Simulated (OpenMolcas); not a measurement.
# Tc³⁺ among point charges: CASSCF and CASPT2 levels and susceptibility

Aim: the splitting of the states of Tc³⁺ in the field of 3 point charges, its lowest levels with spin-orbit coupling and its magnetic susceptibility.

The numbers are computed with OpenMolcas 26.06 (state-averaged CASSCF and CASPT2, spin-orbit coupling by RASSI with atomic mean-field integrals), except any that are marked as measured or tabulated.

## (1) The atom as given

* Species: Tc³⁺ (technetium, Z = 43, 40 electrons)
* Basis: ANO-RCC-VTZP [7s6p4d2f1g], 68 functions
* Scalar Hamiltonian: DKH2, point nucleus
* Inactive shells: 1s 2s 2p 3s 3p 3d 4s 4p
* Active space: 4 electrons in 5 orbitals (4d)
* Some configurations of this space: 4d4
* Orbitals: optimised for each spin and parity, averaged over all roots

Outer shells as boxes (Hund's rule):

4d4
```
4d [↑ ][↑ ][↑ ][↑ ][  ]
```

The ion sits among 3 point charges of -1 e arranged as a planar triangle (D3h), 2.26 Å from the ion.

The work runs as a chain of OpenMolcas steps in one folder; each step below is one input file. Labels, J, g values, rates, χT and fits are worked out afterwards by a script from the matrices that RASSI stores.

## (2) GATEWAY and SEWARD: basis and integrals

Input file a.inp:

```
&GATEWAY
Coord
1

Tc 0.0 0.0 0.0
Basis=ANO-RCC-VTZP
Group=NoSym
NoMove
AngMom=0.0 0.0 0.0
AMFI
XField
3 Angstrom 0
2.260000 0.000000 0.000000 -1.000000
-1.130000 1.957217 0.000000 -1.000000
-1.130000 -1.957217 0.000000 -1.000000
&SEWARD
```

Run with:

```sh
$ OMP_NUM_THREADS=1 MOLCAS_MEM=1689 MOLCAS_PROJECT=a pymolcas a.inp > a.log
```

## (3) CASSCF: quintets, 5 roots

Input file a.inp:

```
&RASSCF
FileOrb=start.orb
Symmetry=1
Spin=5
nActEl=4 0 0
Inactive=18
Ras2=5
CIRoot=5 5 1
SDav=5
CIMx=300
Iter=120 100
PrWF=0.3
OrbListing=Nothing
MaxOrb=0
>>> COPY $Project.JobIph JOB001
```

start.orb holds the contracted functions of the basis, ordered by shell, or the orbitals of the step before.

## (4) Reference wave functions, triplets, 45 roots

Input file a.inp:

```
&RASSCF
FileOrb=start.orb
Symmetry=1
Spin=3
nActEl=4 0 0
Inactive=18
Ras2=5
CIRoot=45 45 1
SDav=45
CIMx=300
Iter=120 100
PrWF=0.3
OrbListing=Nothing
MaxOrb=0
>>> COPY $Project.JobIph JOB002
```

## (5) CASSCF: singlets, 50 roots

Input file a.inp:

```
&RASSCF
FileOrb=start.orb
Symmetry=1
Spin=1
nActEl=4 0 0
Inactive=18
Ras2=5
CIRoot=50 50 1
SDav=50
CIMx=300
Iter=120 100
PrWF=0.3
OrbListing=Nothing
MaxOrb=0
>>> COPY $Project.JobIph JOB003
```

## (6) RASSI: spin-orbit coupling between the states

Input file a.inp:

```
&RASSI
NrOfJobIphs=3 5 45 50
1 2 3 4 5
1 2 3 4 5 6 7 8 9 10 11 12 13 14 15 16 17 18 19 20 21 22 23 24 25 26 27
28 29 30 31 32 33 34 35 36 37 38 39 40 41 42 43 44 45
1 2 3 4 5 6 7 8 9 10 11 12 13 14 15 16 17 18 19 20 21 22 23 24 25 26 27
28 29 30 31 32 33 34 35 36 37 38 39 40 41 42 43 44 45 46 47 48 49 50
IphNames
JOB001
JOB002
JOB003
EJob
SpinOrbit
DIPRint=1.0
SOCoupling=1000.0
Subsets=2
Property=9
'ANGMOM' 1 'ANGMOM' 2 'ANGMOM' 3 'MLTPL  1' 1 'MLTPL  1' 2 'MLTPL  1' 3
'AMFI' 1 'AMFI' 2 'AMFI' 3
SOProperty=3
'ANGMOM' 1 'ANGMOM' 2 'ANGMOM' 3
```

## (7) CASPT2: IPEA 0.25, imaginary shift 0.1 (closed shells correlated: 4s 4p)

Input file a.inp:

```
>>> COPY JOB001 $Project.JobIph
&CASPT2
Multistate=5 1 2 3 4 5
NoMult
Frozen=14
IPEA=0.25
Imaginary=0.1
MaxIter=60
WThr=0.0 0.3 0.05
PrWF=0.5
NoMix
>>> COPY JOB002 $Project.JobIph
&CASPT2
Multistate=45 1 2 3 4 5 6 7 8 9 10 11 12 13 14 15 16 17 18 19 20 21 22
23 24 25 26 27 28 29 30 31 32 33 34 35 36 37 38 39 40 41 42 43 44 45
NoMult
Frozen=14
IPEA=0.25
Imaginary=0.1
MaxIter=60
WThr=0.0 0.3 0.05
PrWF=0.5
NoMix
>>> COPY JOB003 $Project.JobIph
&CASPT2
Multistate=50 1 2 3 4 5 6 7 8 9 10 11 12 13 14 15 16 17 18 19 20 21 22
23 24 25 26 27 28 29 30 31 32 33 34 35 36 37 38 39 40 41 42 43 44 45 46
47 48 49 50
NoMult
Frozen=14
IPEA=0.25
Imaginary=0.1
MaxIter=60
WThr=0.0 0.3 0.05
PrWF=0.5
NoMix
```

(Steps that only read results are left out.)

What does the calculation give? Wanted: spin-free ground state; first state of the same spin within the active space; lowest level; next level.

As calculated:

| quantity | value |
| --- | --- |
| method | SS-CASPT2, IPEA 0.25, imaginary shift 0.1 (closed shells correlated: 4s 4p) |
| spin-free ground state | 5E, 2-fold in its orbital part |
| first state of the same spin within the active space | 5E at 4980 cm⁻¹ |
| lowest level | 1-fold A1 |
| next level | 12.6 cm⁻¹ |
| χT at 300 K | 1.15 cm³ K/mol |
| effective moment at 300 K | 3.04 μB |

Cost by method:

| method | time of its own steps | time with the reference |
| --- | --- | --- |
| A. CASSCF | 34 s | 34 s |
| B. SS-CASPT2, IPEA 0.25, imaginary shift 0.1, +4s 4p | 28 s | 62 s |

Times are of one thread on a shared host.

What this shows: The spin-free ground state (5E) comes to 100 % from free-ion D terms and keeps the highest spin of the shell. χT at 300 K is 1.15, against 3.01 cm³ K/mol for the spin alone, so spin-orbit coupling lowers it. An active space of the d shell alone favours high spin; real ions in strong fields can be low spin. CASPT2 does not keep the components of a term degenerate, and the means are used. The field of point charges can differ much from that of real complexes. With metal d orbitals alone active, the gaps between spin states are rough; where two lie within a few thousand cm-1, their order is open. This is an electrostatic model: the charges have no orbitals.
